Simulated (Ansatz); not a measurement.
# C3H7B2F: the cost of one run

Method: RKS PBE/def2-SVP, in Ansatz 0.2.0.

### 1 The system as given

Bond lengths: B1–B2 1.666 Å, B2–F3 1.415 Å, B2–C4 1.547 Å, C4–C5 1.287 Å, C5–C6 1.519 Å, B1–H7 1.130 Å, B1–H8 1.197 Å, C4–H9 1.153 Å, C5–H10 1.093 Å, C6–H11 1.096 Å, C6–H12 1.112 Å, C6–H13 1.149 Å. Angles (14 of 18 angles, heavy atoms first): B1–B2–F3 117.1°, B1–B2–C4 125.1°, F3–B2–C4 117.8°, B2–C4–C5 126.8°, C4–C5–C6 123.6°, B2–B1–H7 122.1°, B2–B1–H8 115.0°, B2–C4–H9 116.2°, C5–C4–H9 116.9°, C4–C5–H10 118.9°, C6–C5–H10 117.4°, C5–C6–H11 110.0°, C5–C6–H12 109.3°, C5–C6–H13 110.3°.

As a file:

```xyz
13

B    -0.2558   -2.9017   -0.3472
B     0.5464   -1.4606   -0.1107
F     1.9545   -1.5208    0.0203
C    -0.1255   -0.0692   -0.0357
C     0.4622    1.0611    0.1504
C    -0.2731    2.3879    0.2379
H     0.2892   -3.8892   -0.4131
H    -1.4404   -2.8050   -0.4854
H    -1.2763   -0.0545   -0.1028
H     1.5436    1.0744    0.3060
H     0.4380    3.1992    0.4303
H    -0.9814    2.3605    1.0947
H    -0.8609    2.5830   -0.7298
```

### 2 Relaxing end A

The input, input.yaml:

```yaml
crystal:
  periodic: [false, false, false]
  atoms:
    - { symbol: B, position_ang: [-0.2558, -2.9017, -0.3472] }
    - { symbol: B, position_ang: [0.5464, -1.4606, -0.1107] }
    - { symbol: F, position_ang: [1.9545, -1.5208, 0.0203] }
    - { symbol: C, position_ang: [-0.1255, -0.0692, -0.0357] }
    - { symbol: C, position_ang: [0.4622, 1.0611, 0.1504] }
    - { symbol: C, position_ang: [-0.2731, 2.3879, 0.2379] }
    - { symbol: H, position_ang: [0.2892, -3.8892, -0.4131] }
    - { symbol: H, position_ang: [-1.4404, -2.805, -0.4854] }
    - { symbol: H, position_ang: [-1.2763, -0.0545, -0.1028] }
    - { symbol: H, position_ang: [1.5436, 1.0744, 0.306] }
    - { symbol: H, position_ang: [0.438, 3.1992, 0.4303] }
    - { symbol: H, position_ang: [-0.9814, 2.3605, 1.0947] }
    - { symbol: H, position_ang: [-0.8609, 2.583, -0.7298] }
basis:
  gaussian: { orbitals: def2-SVP }
hamiltonian:
  xc: pbe
relax:
  f_tol: 0.02
  max_steps: 50
```

Launch:

```
$ ansatz run input.yaml --threads 2 --pin off --max-ram 3072MiB --backend cpu --events-out ev --progress --plain --runs-dir out
```

What time and memory should one allow on 2 threads of Intel Xeon 6975P-C (Granite Rapids), shared host?

About 23 s, with a peak of 0.17 GiB.
